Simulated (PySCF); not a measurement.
# r2SCAN/def2-SVP run of GaHBr2 (SMILES [Br][GaH][Br])

What is the vertical ionisation energy of GaHBr2 at r2SCAN/def2-SVP? Input form: a Python script.

The results are computed with PySCF 2.14.0.

7 further runs of the same task are left out: 4 that didn't finish, 3 set aside as unsound or not needed.

## Step 1: The system as given

GaHBr2 has 4 atoms, charge 0, and is taken as a singlet. SMILES: `[Br][GaH][Br]`. Geometry: relaxed at PBE0-D4/def2-TZVP.

Bond lengths: Br1–Ga2 2.274 Å, Ga2–Br3 2.274 Å, Ga2–H4 1.549 Å. Angles: Br1–Ga2–Br3 116.0°, Br1–Ga2–H4 122.0°, Br3–Ga2–H4 122.0°.

## Step 2: The energy at r2SCAN/def2-SVP

calc.py reads:

```python
# [Br][GaH][Br]
from pyscf import gto, dft

mol = gto.Mole()
mol.atom = 'Br -2.066700 0.047400 -0.609100; Ga 0.130800 0.163600 -0.035600; Br 1.021500 -1.717900 0.879600; H 0.969900 1.446500 -0.255100'
mol.basis = 'def2-svp'
mol.verbose = 3
mol.max_memory = 1860
mol.build()

calc0 = dft.RKS(mol, xc='r2scan')
calc0.grids.level = 5
calc0.conv_tol = 1e-10
calc0.kernel()
if not calc0.converged:
    calc0 = calc0.newton().run(calc0.mo_coeff, calc0.mo_occ)

e_final = calc0.e_tot
print(f'total energy: {e_final:.8f} hartree')
```

Run with:

```console
$ OMP_NUM_THREADS=1 python calc.py
```

Output:

```text
converged SCF energy = -7072.98381877559
total energy: -7072.98381878 hartree
```

Run time: 17 s. Hardware: 1 thread of Intel Xeon Platinum 8488C (Sapphire Rapids), shared host; peak memory 0.56 GiB.

## Step 3: The doublet cation at the same level

calc.py reads:

```python
from pyscf import gto, dft

mol = gto.M(
    atom=[
    ('Br', (-2.066700, 0.047400, -0.609100)),
    ('Ga', (0.130800, 0.163600, -0.035600)),
    ('Br', (1.021500, -1.717900, 0.879600)),
    ('H', (0.969900, 1.446500, -0.255100)),
],
    charge=1,
    spin=1,
    verbose=3,
    max_memory=1860,
    basis='def2-svp',
)

calc0 = dft.UKS(mol, xc='r2scan')
calc0.conv_tol = 1e-10
calc0.grids.level = 5
calc0.kernel()
if not calc0.converged:
    calc0 = calc0.newton().run(calc0.mo_coeff, calc0.mo_occ)

e_final = calc0.e_tot
print('Final energy', e_final)
```

Run with:

```console
$ OMP_NUM_THREADS=1 python calc.py
```

Output:

```text
WARN: HOMO -0.31644132548777 >= LUMO -0.316441325487768

converged SCF energy = -7072.59952784081  <S^2> = 0.75361999  2S+1 = 2.0036167
Final energy -7072.599527840805
```

It took 56 s on 1 thread of Intel Xeon Platinum 8488C (Sapphire Rapids), shared host; peak memory 0.57 GiB.

## Step 4: Results

Level: r2SCAN/def2-SVP.

```
                                          quantity           value
                      singlet GaHBr2: total energy  -7072.98382 Eh
                     singlet GaHBr2: dipole moment          1.39 D
                       singlet GaHBr2: HOMO energy        -7.48 eV
                       singlet GaHBr2: LUMO energy        -2.31 eV
                     singlet GaHBr2: HOMO–LUMO gap         5.16 eV
                      doublet cation: total energy  -7072.59953 Eh
doublet cation: HOMO energy (highest over α and β)       -13.44 eV
 doublet cation: LUMO energy (lowest over α and β)       -13.38 eV
                              doublet cation: ⟨S²⟩           0.754
vertical ionisation energy (to the doublet cation)       10.457 eV
```

The vertical ionisation energy comes to 10.46 eV (241 kcal/mol). −ε(HOMO) before ionisation, 7.48 eV, is 2.98 eV below this ionisation energy.
